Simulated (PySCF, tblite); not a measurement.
**C₆H₉ClSi: geometry, infrared bands and NMR shifts**

What infrared bands and NMR shifts should C₆H₉ClSi (`C=C1[SiH2][C@@H](Cl)/C1=C/C`) show?

The runs use tblite 0.8.0 and PySCF 2.14.0, with density-fitted response routines of our own; the level of theory stands in each step. All values are computed, except where a source is named. Atoms are numbered from 0 throughout.

### 1 The starting structure

17 atoms, charge 0, multiplicity 1; geometry from: force field or distance geometry start.

Bonds of the start (Å): C0–C1 1.34, C1–Si2 1.86, Si2–C3 1.86, C3–Cl4 1.77, C3–C5 1.55, C5–C6 1.35, C6–C7 1.50, C5–C1 1.47, C0–H8 1.09, C0–H9 1.07, Si2–H10 1.49, Si2–H11 1.50, C3–H12 1.11, C6–H13 1.09, C7–H14 1.10, C7–H15 1.09, C7–H16 1.09.

### 2 Optimising the geometry with GFN2-xTB

Job settings and geometry (Å):

```
{"job": {"kind": "relax", "xc": "GFN2-xTB", "basis": "xTB"}, "charge": 0, "multiplicity": 1}
C      0.171600     1.876500     0.939500
C     -0.478800     0.783400     0.517800
Si    -2.268000     0.269200     0.456300
C     -1.333000    -1.328900     0.266300
Cl    -2.115300    -2.267300    -1.014700
C     -0.050800    -0.504400    -0.034400
C      1.094600    -0.925200    -0.615400
C      2.320800    -0.135100    -0.944500
H     -0.382600     2.726400     1.331700
H      1.240000     1.946500     0.917900
H     -2.989500     0.472700     1.745300
H     -2.967500     0.834200    -0.741300
H     -1.297400    -1.931000     1.202900
H      1.136300    -1.976000    -0.910400
H      2.167200     0.946300    -0.852100
H      2.599200    -0.336800    -1.974300
H      3.146200    -0.438300    -0.300500
```

Launch:

```sh
OMP_NUM_THREADS=1 python probes_run.py task.json out
```

The driver reads the jobs from task.json and runs them one after another.

**Question.** This job is followed by: GFN2-xTB harmonic vibrations, gas phase; GIAO PBE0/pcSseg-1 NMR shielding, non-relativistic, gas phase. What will the session give for the following? strongest single infrared mode (GFN2-xTB); zero-point energy (GFN2-xTB); ¹³C shifts against TMS (PBE0/pcSseg-1); ¹H shifts against TMS (PBE0/pcSseg-1, means over atoms taken as alike); ²⁹Si shifts against TMS (PBE0/pcSseg-1); ³⁵Cl shifts against HCl (PBE0/pcSseg-1).

The runs gave:

| quantity | value |
| --- | --- |
| strongest single infrared mode (GFN2-xTB) | 2291 cm⁻¹, 350 km/mol |
| zero-point energy (GFN2-xTB) | 78.0 kcal/mol |
| ¹³C shifts against TMS (PBE0/pcSseg-1) | 151.9, 151.4, 135.8, 135.1, 49.3, 18.5 ppm |
| ¹H shifts against TMS (PBE0/pcSseg-1, means over atoms taken as alike) | 6.41, 6.12, 5.86, 4.98, 4.74, 4.27, 2.07 ppm |
| ²⁹Si shifts against TMS (PBE0/pcSseg-1) | -32.7 ppm |
| ³⁵Cl shifts against HCl (PBE0/pcSseg-1) | 154 ppm |

**Reading.** Relaxing lowered the energy by 0.404 eV in 80 steps; the close pair that moved most is Si2–C3, from 1.861 to 1.935 Å. All 45 modes are real, so the xTB geometry is a minimum. The strongest single mode, at 2291 cm⁻¹, moves mainly H10. Unscaled tight-binding wavenumbers are off by several per cent, some by more. Its intensities can rank the bands wrongly. H13 (hydrogen on an alkene CH) lies farthest downfield among hydrogen, at 6.41 ppm; a vinylic proton, deshielded by the sp2 carbon and the C=C anisotropy. At PBE0/pcSseg-1: The largest span, 489 ppm, is at Cl4, where the paramagnetic term is -351 ppm.
